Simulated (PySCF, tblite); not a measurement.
**C2H4BFS2+ (doublet): geometry, infrared bands and EPR parameters**

What infrared bands and EPR parameters should C2H4BFS2+ (doublet) (`FB1SCC[S+]1`) show?

Programs: tblite 0.8.0 and PySCF 2.14.0, with density-fitted response routines of our own. Each step states its level of theory. These are calculated values for one molecule in the gas phase, unless marked as measured. Atoms count from 0, in the outputs and in this text.

**1. Starting geometry**

10 atoms, charge 1, multiplicity 2; geometry from: force field or distance geometry start.

Bonds of the start (Å): F0–B1 1.47, B1–S2 1.89, S2–C3 1.78, C3–C4 1.46, C4–S5 1.77, S5–B1 1.88, C3–H6 1.13, C3–H7 1.11, C4–H8 1.11, C4–H9 1.12.

**2. Relaxing the molecule with GFN2-xTB**

The job: settings as JSON, then the geometry in Å.

```
{"job": {"kind": "relax", "xc": "GFN2-xTB", "basis": "xTB"}, "charge": 1, "multiplicity": 2}
F      2.966500     0.930300     0.374700
B      1.826900     0.677400    -0.514400
S      1.124800    -1.061800    -0.781500
C     -0.447100    -0.925300     0.042200
C     -0.971800     0.439400     0.067000
S      0.220700     1.655600    -0.416200
H     -0.314100    -1.280100     1.101700
H     -1.196200    -1.596300    -0.430500
H     -1.306800     0.659100     1.102200
H     -1.894000     0.506300    -0.567900
```

The run is started by

```
$ OMP_NUM_THREADS=1 python probes_run.py task.json out
```

This one command runs all jobs of the session in turn.

What it wrote:

```text
step      E/eV     max force
  0    -498.27395    4.561
  1    -498.85800    3.102
  2    -498.95676    7.750
  3    -499.29042    1.518
  4    -499.40075    0.949
  5    -499.53779    1.068
  6    -499.56581    0.700
  7    -499.60694    0.629
  8    -499.61998    0.585
  9    -499.66396    0.478
 10    -499.69675    0.608
 11    -499.73995    0.639
 12    -499.77283    0.556
 13    -499.80734    0.473
 14    -499.83726    0.488
 15    -499.87085    0.470
 16    -499.89713    0.327
 17    -499.90524    0.593
 18    -499.90927    0.331
 19    -499.91316    0.168
 20    -499.91764    0.188
 21    -499.92075    0.142
 22    -499.92190    0.063
 23    -499.92231    0.061
 24    -499.92255    0.071
 25    -499.92279    0.064
 26    -499.92294    0.037
 27    -499.92304    0.032
 28    -499.92309    0.019
 29    -499.92313    0.020
 30    -499.92315    0.017
 31    -499.92317    0.018
 32    -499.92321    0.018
 33    -499.92325    0.016
 34    -499.92328    0.021
 35    -499.92332    0.025
 36    -499.92336    0.029
 37    -499.92344    0.032
 38    -499.92358    0.046
 39    -499.92377    0.056
 40    -499.92401    0.052
 41    -499.92429    0.046
 42    -499.92469    0.061
 43    -499.92525    0.060
 44    -499.92565    0.050
 45    -499.92585    0.032
 46    -499.92595    0.021
 47    -499.92598    0.020
 48    -499.92600    0.016
 49    -499.92605    0.010
 50    -499.92606    0.008
```

It took 0.22 s on 1 thread of Arm Neoverse V2, shared host.

Relaxation path: (not every step is listed)

```tsv
step	energy from step 0 (eV)	largest force (eV/Å)
0	0.0000	4.5612
1	-0.5840	3.1017
2	-0.6828	7.7501
3	-1.0165	1.5184
4	-1.1268	0.9489
5	-1.2638	1.0683
6	-1.2919	0.7003
7	-1.3330	0.6295
8	-1.3460	0.5851
11	-1.4660	0.6392
14	-1.5633	0.4880
17	-1.6313	0.5930
20	-1.6437	0.1881
23	-1.6484	0.0610
26	-1.6490	0.0374
29	-1.6492	0.0200
32	-1.6493	0.0177
35	-1.6494	0.0245
38	-1.6496	0.0459
41	-1.6503	0.0462
44	-1.6517	0.0503
45	-1.6519	0.0322
46	-1.6520	0.0214
47	-1.6520	0.0197
48	-1.6520	0.0158
49	-1.6521	0.0102
50	-1.6521	0.0082
```

Close pairs (by a distance rule), those that changed most:

```tsv
bond	before (Å)	after (Å)	change (Å)
F0–B1	1.467	1.294	-0.174
B1–S2	1.894	1.814	-0.080
B1–S5	1.883	1.815	-0.069
C3–C4	1.462	1.517	+0.054
C4–S5	1.771	1.815	+0.045
S2–C3	1.780	1.815	+0.036
C3–H6	1.125	1.095	-0.030
C4–H9	1.122	1.095	-0.026
```

The final coordinates are the input of the step that follows.

**3. Vibrational analysis with GFN2-xTB**

The job: settings as JSON, then the geometry in Å.

```
{"job": {"kind": "ir", "xc": "GFN2-xTB", "basis": "xTB"}, "charge": 1, "multiplicity": 2}
F      2.900557     1.043732    -0.479290
B      1.697681     0.610897    -0.281148
S      1.255626    -1.140383    -0.454360
C     -0.460452    -0.971445     0.113559
C     -0.973716     0.455789     0.117922
S      0.334361     1.712426     0.188401
H     -0.479340    -1.398674     1.121814
H     -1.078093    -1.618304    -0.514073
H     -1.647292     0.638286     0.958808
H     -1.540450     0.672331    -0.794161
```

What it wrote:

```text
mode    cm-1     km/mol
  1     104.2      2.58
  2     120.9      0.77
  3     278.8      5.92
  4     345.2      0.01
  5     372.1     41.26
  6     470.2      2.59
  7     496.9      1.77
  8     680.5     13.52
  9     690.5     23.52
 10     750.9      2.22
 11     779.6     26.85
 12     853.9      0.63
 13    1041.8      0.44
 14    1052.7      5.07
 15    1114.7      2.36
 16    1193.9     15.96
 17    1207.4      0.66
 18    1332.8    417.17
 19    1372.4     54.63
 20    1391.5     42.10
 21    2928.9     15.07
 22    2939.2     41.48
 23    2977.0     28.35
 24    2979.9     55.85
```

Run time: 0.22 s. Hardware: 1 thread of Arm Neoverse V2, shared host.

The strongest bands and the atoms that carry them (share of the mass-weighted mode):

```tsv
cm⁻¹	km/mol	atoms
372	41.3	B1 86 %
780	26.9	C4 28 %, C3 28 %, H7 13 %, H8 13 %
1333	417.2	B1 67 %, F0 31 %
1372	54.6	H8 25 %, H7 24 %, H9 22 %, H6 22 %
1392	42.1	H7 23 %, H8 23 %, H6 22 %, H9 22 %
2939	41.5	H6 54 %, H9 35 %
2977	28.4	H8 65 %, H7 25 %
2980	55.9	H7 63 %, H8 24 %
```

**4. EPR parameters: B3LYP/pcH-1**

Settings changed since step 3:

```diff
@@ -1,2 +1,2 @@
-{"job": {"kind": "ir", "xc": "GFN2-xTB", "basis": "xTB"}, "charge": 1, "multiplicity": 2}
+{"job": {"kind": "epr", "basis": "pcH-1"}, "charge": 1, "multiplicity": 2}
 F      2.900557     1.043732    -0.479290
```

Level: UKS B3LYP, pcH-1 on B C F H S, non-relativistic, mean-field spin-orbit, GIAO.

What it wrote:

```text
UKS, coarse grid
  cycle   1  E = -999.45928553  |g| = 3.91e-01
  cycle   2  E = -999.37573927  |g| = 6.55e-01
  cycle   3  E = -999.50680770  |g| = 5.96e-02
  cycle   4  E = -999.50771329  |g| = 1.76e-02
  cycle   5  E = -999.50785739  |g| = 6.85e-03
  cycle   6  E = -999.50788821  |g| = 2.98e-03
  cycle   7  E = -999.50789550  |g| = 1.06e-03
  cycle   8  E = -999.50789617  |g| = 4.75e-04
UKS, final grid
  cycle   1  E = -999.50797700  |g| = 6.81e-04
  cycle   2  E = -999.50797654  |g| = 1.14e-03
  cycle   3  E = -999.50797721  |g| = 2.40e-04
  cycle   4  E = -999.50797725  |g| = 2.42e-05
  cycle   5  E = -999.50797725  |g| = 1.85e-05
E = -999.50797725 Eh   <S^2> = 0.7612 (exact 0.7500)
g shifts (ppm)      1          2          3
  rmc          -244       -244       -244
  gc             -9         45         42
  oz_so         105      24716      25499
  total        -147      24518      25297
hyperfine (MHz)  atom isotope    a_iso     a_fc   dipolar eigenvalues
    0   19F     -15.75     -15.85    -42.54     15.62     26.93
    1   11B     -23.51     -23.61     -7.37      2.33      5.04
    2   33S      18.22      18.06    -50.51    -48.35     98.86
    3   13C      -9.59      -9.93     -3.89     -3.09      6.98
    4   13C      -9.59      -9.93     -3.89     -3.09      6.98
    5   33S      18.23      18.07    -50.51    -48.35     98.87
    6    1H     107.75     107.74     -3.68     -2.17      5.85
    7    1H      39.07      39.02     -3.91     -1.39      5.30
    8    1H      39.18      39.14     -3.91     -1.39      5.30
    9    1H     107.79     107.78     -3.68     -2.17      5.85
```

It took 47 s on 1 thread of Arm Neoverse V2, shared host; peak memory 0.79 GiB.

Principal g values 2.00217, 2.02684, 2.02762; g(iso) = 2.01888, against 2.00232 for a free electron.

Hyperfine couplings; where a row names several nuclei, a(iso) is their mean (it holds for fast rotation or exchange) and the dipolar term the largest among them:

```tsv
nuclei	isotope	a(iso) (MHz)	a(iso) (G, at g = 2.0023)	largest dipolar term (MHz)
H6, H7, H8, H9	1H	73.4	26.2	5.9
B1	11B	-23.5	-8.4	-7.4
S2, S5	33S	18.2	6.5	98.9
F0	19F	-15.7	-5.6	-42.5
C3, C4	13C	-9.6	-3.4	7.0
```

Mulliken spin populations:

```tsv
atom	value (e)
F0	-0.01
B1	-0.10
S2	0.51
C3	-0.02
C4	-0.02
S5	0.51
H6	0.04
H7	0.01
H8	0.01
H9	0.04
```

In first order the couplings over 0.8 MHz of 1H, 11B, 19F give 40 distinct lines over 135.6 G, if the averaged nuclei exchange fast.

Orbitals, density, ELF and potential are computed afterwards from the orbital file.

ELF in a plane through or near 6 of the atoms.

Values, 10 rows by 14 columns:
```
0.00 0.00 0.00 0.00 0.00 0.00 0.01 0.00 0.00 0.00 0.00 0.00 0.00 0.00
0.00 0.00 0.00 0.00 0.05 0.50 0.60 0.12 0.00 0.00 0.00 0.00 0.00 0.00
0.00 0.00 0.00 0.00 0.26 0.91 0.92 0.34 0.05 0.07 0.00 0.00 0.00 0.00
0.00 0.00 0.06 0.06 0.05 0.61 0.64 0.73 0.67 0.61 0.04 0.00 0.00 0.00
0.00 0.01 0.50 0.84 0.44 0.80 0.57 0.61 0.13 0.36 0.02 0.00 0.00 0.00
0.00 0.01 0.65 0.51 0.59 0.20 0.17 0.70 0.79 0.09 0.01 0.00 0.00 0.00
0.00 0.00 0.26 0.49 0.13 0.87 0.23 0.82 0.42 0.65 0.04 0.00 0.00 0.00
0.00 0.00 0.00 0.00 0.17 0.78 0.19 0.44 0.32 0.33 0.02 0.00 0.00 0.00
0.00 0.00 0.00 0.00 0.17 0.83 0.89 0.26 0.01 0.01 0.00 0.00 0.00 0.00
0.00 0.00 0.00 0.00 0.00 0.12 0.17 0.02 0.00 0.00 0.00 0.00 0.00 0.00
```
The map spans 11.4 Å across and 8.2 Å up, centred on the molecule. Atoms in the plane (x, y in Å): F0 (-3.1, 0.0), B1 (-1.8, 0.0), S2 (-0.9, -1.5), C3 (0.8, -0.8), C4 (0.8, 0.8), S5 (-0.9, 1.5).

On the surface of density 0.002 e/bohr³ the electrostatic potential runs, from the 1st to the 99th percentile, from 2.99 V near F0 to 6.15 V near H6.

The spin density lies nearest to S2, S5 about 40 % each.

**5. Results**

| quantity | value |
| --- | --- |
| strongest single infrared mode (GFN2-xTB) | 1333 cm⁻¹, 417 km/mol |
| zero-point energy (GFN2-xTB) | 39.3 kcal/mol |
| g(iso) (B3LYP) | 2.01888 |
| ⟨S²⟩ | 0.761 (exact 0.75) |
| largest a(iso) (averaged by class) | 1H on H6, H7, H8, H9, 73.4 MHz |

In words: Over 50 steps the energy fell by 1.652 eV; of the close pairs, F0–B1 changed most, 1.467 to 1.294 Å. All 24 modes are real, so the xTB geometry is a minimum. The strongest single mode, at 1333 cm⁻¹, moves mainly B1. GFN2-xTB is a fitted tight-binding method: band positions and strengths are rough. Its intensities can rank the bands wrongly. The largest spin populations lie on S5 (0.51 e), S2 (0.51 e). The isotropic g lies 16.6 ppt above the free-electron value.
